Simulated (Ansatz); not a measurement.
# CH5SiSn+: single points off equilibrium

One table from this session's results is given with a row withheld; the runs are named, their logs left out.

Method: single points in def2-TZVPP; program: Ansatz 0.2.0, Gaussian basis.

Correlated methods freeze the cores. Filled d shells of the heavier atoms are correlated. Core potentials replace the inner electrons past krypton, and spin-orbit coupling is left out.

## The system as given

SMILES `[SiH+]=[CH][SnH3]`, 8 atoms, charge 1, spin multiplicity 1.

Atoms are counted from 1 here; the program's logs count them from 0.

Bond lengths: Si1–C2 1.601 Å, Si1–H4 1.470 Å, C2–Sn3 2.405 Å, C2–H5 1.101 Å, Sn3–H6 1.513 Å, Sn3–H7 1.468 Å, Sn3–H8 1.768 Å. Angles: C2–Si1–H4 174.7°, Si1–C2–Sn3 135.7°, Si1–C2–H5 124.9°, Sn3–C2–H5 99.0°, C2–Sn3–H6 107.3°, C2–Sn3–H7 107.0°, C2–Sn3–H8 96.9°, H6–Sn3–H7 121.9°, H6–Sn3–H8 109.3°, H7–Sn3–H8 111.3°.

Coordinates:

```
Si   -1.5914    0.6472   -1.3879
C    -0.1284    0.1741   -0.9425
Sn    0.9343   -0.4103    1.1342
H    -2.9801    1.0334   -1.6789
H     0.7577    0.1693   -1.5959
H     0.6439    0.7023    2.1177
H     2.3053   -0.8255    0.8137
H    -0.0865   -1.8034    1.5104
```

Set-up of the first run:

Input file run/in.yaml:

```yaml
crystal:
  periodic: [false, false, false]
  atoms:
    - {symbol: Si, position_ang: [-1.591400, 0.647200, -1.387900]}
    - {symbol: C, position_ang: [-0.128400, 0.174100, -0.942500]}
    - {symbol: Sn, position_ang: [0.934300, -0.410300, 1.134200]}
    - {symbol: H, position_ang: [-2.980100, 1.033400, -1.678900]}
    - {symbol: H, position_ang: [0.757700, 0.169300, -1.595900]}
    - {symbol: H, position_ang: [0.643900, 0.702300, 2.117700]}
    - {symbol: H, position_ang: [2.305300, -0.825500, 0.813700]}
    - {symbol: H, position_ang: [-0.086500, -1.803400, 1.510400]}
basis:
  gaussian: {orbitals: def2-TZVPP}
total_charge: 1
correlation: {method: ccsd_t}
output: {forces: true}
```

No record of the launch command was kept for these runs.

Steps of the session up to this table: CCSD(T)/def2-TZVPP; PBE0-D4/def2-TZVPP; wB97M-V/def2-TZVPP; r2SCAN-D4/def2-TZVPP; PBE-D4/def2-TZVPP; r2SCANh-D4/def2-TZVPP; HSE06-D4/def2-TZVPP.

One table of the session follows, with a row left open; its other results are not shown here.

| method | RMS force component (eV/Å) | angle to CCSD(T) forces (°) |
| --- | --- | --- |
| CCSD(T) | 1.974 | reference |
| PBE0-D4 | ? | ? |
| wB97M-V | 1.900 | 7.4 |
| r2SCAN-D4 | 1.911 | 4.6 |
| PBE-D4 | 1.943 | 5.1 |
| r2SCANh-D4 | 1.906 | 5.5 |
| HSE06-D4 | 1.923 | 6.1 |

Estimate the missing values for PBE0-D4.

The run gave: RMS force component (eV/Å): 1.924; angle to CCSD(T) forces (°): 6.4. In the column «RMS force component (eV/Å)» it lies between HSE06-D4 (1.923) and PBE-D4 (1.943).
